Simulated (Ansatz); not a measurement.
# C2H7FHfO2Se: small, medium and large basis sets

One table from this session's results is given with a row withheld; the runs are named, their logs left out.

Program: Ansatz 0.2.0, Gaussian basis. Level of theory: one geometry, several basis sets. These are calculated values, not measurements.

Plan: PBE0-D4/def2-SVP; ωB97M-V/def2-SVP; PBE0-D4/def2-QZVPP; ωB97M-V/def2-QZVPP; the functionals' def2-TZVPP values are taken from earlier runs.

### Structure used throughout

All runs share one geometry, relaxed beforehand with PBE0-D4 in a triple-zeta def2 set. Hf takes the def2 core potential; no spin-orbit term is included.

SMILES `C[O][Hf]([F])([SeH])[O]C`, 14 atoms, charge 0, spin multiplicity 1.

Atoms are counted from 1 here; the program's logs count them from 0.

Bond lengths: C1–O2 1.391 Å, C1–H8 1.094 Å, C1–H9 1.095 Å, C1–H10 1.094 Å, O2–Hf3 1.901 Å, Hf3–F4 1.918 Å, Hf3–Se5 2.608 Å, Hf3–O6 1.899 Å, Se5–H11 1.472 Å, O6–C7 1.392 Å, C7–H12 1.094 Å, C7–H13 1.094 Å, C7–H14 1.094 Å. Angles: O2–C1–H8 110.2°, O2–C1–H9 110.7°, O2–C1–H10 110.3°, H8–C1–H9 108.5°, H8–C1–H10 108.6°, H9–C1–H10 108.5°, C1–O2–Hf3 174.4°, O2–Hf3–F4 108.0°, O2–Hf3–Se5 109.2°, O2–Hf3–O6 113.0°, F4–Hf3–Se5 111.4°, F4–Hf3–O6 110.4°, Se5–Hf3–O6 104.9°, Hf3–Se5–H11 90.1°, Hf3–O6–C7 173.0°, O6–C7–H12 110.2°, O6–C7–H13 110.3°, O6–C7–H14 110.5° and more.

The first run:

in.yaml reads:

```yaml
crystal:
  periodic: [false, false, false]
  atoms:
    - {symbol: C, position_ang: [0.122230, 1.455809, 2.300614]}
    - {symbol: O, position_ang: [0.115351, 1.168215, 0.940012]}
    - {symbol: Hf, position_ang: [0.072756, 0.599570, -0.873874]}
    - {symbol: F, position_ang: [1.483551, 1.500713, -1.809276]}
    - {symbol: Se, position_ang: [-2.259211, 1.164310, -1.895810]}
    - {symbol: O, position_ang: [0.248612, -1.281379, -1.066114]}
    - {symbol: C, position_ang: [0.456052, -2.657904, -1.055465]}
    - {symbol: H, position_ang: [-0.865956, 1.801727, 2.618898]}
    - {symbol: H, position_ang: [0.381669, 0.565570, 2.882104]}
    - {symbol: H, position_ang: [0.853342, 2.239947, 2.519680]}
    - {symbol: H, position_ang: [-2.145643, 2.545900, -1.400473]}
    - {symbol: H, position_ang: [0.701160, -3.010887, -2.061319]}
    - {symbol: H, position_ang: [-0.445405, -3.174837, -0.713601]}
    - {symbol: H, position_ang: [1.281482, -2.916745, -0.385374]}
basis:
  gaussian: {orbitals: def2-SVP}
hamiltonian: {xc: pbe0, dispersion: d4}
output: {orbitals: {seedname: orbitals}}
```

The run is started by

```sh
> ansatz run in.yaml --threads 2 --pin off --events-out ev --progress --plain --max-ram 22528MiB --backend cpu
```

Among the steps run: PBE0-D4 in def2-SVP; ωB97M-V in def2-SVP; PBE0-D4 in def2-QZVPP; ωB97M-V in def2-QZVPP.

One table of the session follows, with a row left open; its other results are not shown here.

```
functional       basis  HOMO (eV)
   PBE0-D4    def2-SVP      -6.75
   PBE0-D4  def2-TZVPP      -6.85
   PBE0-D4  def2-QZVPP      -6.87
   ωB97M-V    def2-SVP      -8.86
   ωB97M-V  def2-TZVPP          ?
   ωB97M-V  def2-QZVPP      -9.00
```

Q: Estimate the row for ωB97M-V, def2-TZVPP from the others.

The run gave: HOMO (eV): -8.97. In the column «HOMO (eV)» it lies between ωB97M-V, def2-QZVPP (-9.00) and ωB97M-V, def2-SVP (-8.86).
